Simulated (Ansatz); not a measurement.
# C₂H₂Cl₂Sn: small, medium and large basis sets

Aim: see how fast density functionals converge with the basis set for C₂H₂Cl₂Sn.

Computed with Ansatz 0.2.0, Gaussian basis. Level: one geometry, several basis sets.

Plan: PBE0-D4/def2-SVP; ωB97M-V/def2-SVP; PBE0-D4/def2-QZVPP; ωB97M-V/def2-QZVPP; the functionals' def2-TZVPP values are taken from earlier runs.

## (1) The geometry

All runs share one geometry, relaxed beforehand with PBE0-D4 in a triple-zeta def2 set. Sn takes the def2 core potential; no spin-orbit term is included.

7 atoms, charge 0, spin multiplicity 1.

Atoms are counted from 1 here; the program's logs count them from 0.

Bond lengths: C1–C2 1.205 Å, C1–H6 1.067 Å, C2–Sn3 2.058 Å, Sn3–Cl4 2.309 Å, Sn3–Cl5 2.309 Å, Sn3–H7 1.691 Å. Angles: C2–C1–H6 179.8°, C1–C2–Sn3 179.2°, C2–Sn3–Cl4 107.9°, C2–Sn3–Cl5 107.9°, C2–Sn3–H7 115.3°, Cl4–Sn3–Cl5 106.8°, Cl4–Sn3–H7 109.3°, Cl5–Sn3–H7 109.3°.

## (2) PBE0-D4 in def2-SVP

in.yaml

```yaml
crystal:
  periodic: [false, false, false]
  atoms:
    - {symbol: C, position_ang: [-1.668001, 1.349669, 0.386479]}
    - {symbol: C, position_ang: [-0.744911, 0.592368, 0.224541]}
    - {symbol: Sn, position_ang: [0.833834, -0.704490, -0.025347]}
    - {symbol: Cl, position_ang: [0.163889, -2.365858, -1.482038]}
    - {symbol: Cl, position_ang: [2.540164, 0.448418, -1.069467]}
    - {symbol: H, position_ang: [-2.485343, 2.020925, 0.525301]}
    - {symbol: H, position_ang: [1.421568, -1.409031, 1.394932]}
basis:
  gaussian: {orbitals: def2-SVP}
hamiltonian: {xc: pbe0, dispersion: d4}
output: {orbitals: {seedname: orbitals}}
```

The runs that follow: ωB97M-V in def2-SVP; PBE0-D4 in def2-QZVPP; ωB97M-V in def2-QZVPP.

Before running them: what should the planned runs give, taken together? Wanted: PBE0-D4: double and triple zeta above quadruple; ωB97M-V: double and triple zeta above quadruple.

As calculated:

| quantity | value |
| --- | --- |
| PBE0-D4: double and triple zeta above quadruple | 12.28, 0.91 eV |
| ωB97M-V: double and triple zeta above quadruple | 12.24, 0.86 eV |

**Reading.** PBE0-D4 gains 11.36 eV from double to triple zeta, then 0.91 eV more. Total energies overstate the basis error of differences, where much of it tends to cancel.
